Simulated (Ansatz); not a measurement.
**Mg2NCl: the cell at several levels of theory**

The task here is to estimate one member of a computed series from the others.

The runs shown are made with Ansatz 0.2.0. PAW datasets, plane waves, zero pressure. Calculated at 0 K for a non-magnetic cell.

## Starting point

It is trigonal, R-3m (No. 166); a = 3.321 Å, c = 18.009 Å in the conventional setting, 14.34 Å³ an atom. Near Mg stand 3 N at 2.17 Å and 3 Cl at 2.76 Å; near N stand 6 Mg at 2.17 Å; near Cl stand 6 Mg at 2.76 Å.

As a file:

```cif
data_structure
_symmetry_space_group_name_H-M 'R-3m:H'
_symmetry_Int_Tables_number 166
_cell_length_a 3.3213
_cell_length_b 3.3213
_cell_length_c 18.0089
_cell_angle_alpha 90.000
_cell_angle_beta 90.000
_cell_angle_gamma 120.000
_cell_volume 172.05
loop_
_atom_site_label
_atom_site_type_symbol
_atom_site_symmetry_multiplicity
_atom_site_Wyckoff_symbol
_atom_site_fract_x
_atom_site_fract_y
_atom_site_fract_z
_atom_site_occupancy
Mg1 Mg 6 c 0.33333 0.66667 0.88948 1
N1 N 3 b 0.66667 0.33333 0.83333 1
Cl1 Cl 3 a 0.00000 0.00000 0.00000 1
```

Set-up of the first run:

input.yaml

```yaml
crystal:
  lattice:
    - [1.6606666161, 0.9587863178, 6.002977]
    - [-1.6606666161, 0.9587863178, 6.002977]
    - [0.0, -1.9175726357, 6.002977]
  atoms:
    - { symbol: Mg, position: [0.222815, 0.222815, 0.222815] }
    - { symbol: Mg, position: [0.777185, 0.777185, 0.777185] }
    - { symbol: "N", position: [0.5, 0.5, 0.5] }
    - { symbol: Cl, position: [0.0, 0.0, 0.0] }
kpoints:
  mp_grid: { grid: [8, 8, 8] }
hamiltonian:
  xc: pbe
scf:
  occupations: { method: fermi_dirac, width: 0.02 }
relax:
  f_tol: 0.005
  cell: {}
```

The run is started by

```console
ansatz run input.yaml --threads 2 --pin off --max-ram 2211MiB --backend cpu --events-out ev --progress --plain --runs-dir out
```

Among the steps run: Relaxation with PBE; Relaxation with r2SCAN; Relaxation with PBEsol; Relaxation with LDA; Relaxing with HSE06.

One table of the session follows, with a row left open; its other results are not shown here.

| level | a (Å) | c (Å) | volume (Å³/atom) |
| --- | --- | --- | --- |
| PBE | ? | ? | ? |
| r2SCAN | 3.293 | 17.814 | 13.943 |
| PBEsol | 3.287 | 17.795 | 13.875 |
| LDA | 3.248 | 17.542 | 13.354 |
| HSE06 | 3.289 | 17.834 | 13.919 |

Estimate the missing values for PBE.

The run gave: a (Å): 3.319; c (Å): 18.023; volume (Å³/atom): 14.331. In the column «a (Å)» it is the highest.

From the start to the first minimum the volume moved by -0.0 %. The volume runs from LDA (least) to PBE (most), a spread of 7.3 %, or 2.4 % in length if all axes shared it alike. The meshes differ: PBE 8×8×8, r2SCAN 8×8×8, PBEsol 8×8×8, LDA 8×8×8, HSE06 6×6×6.
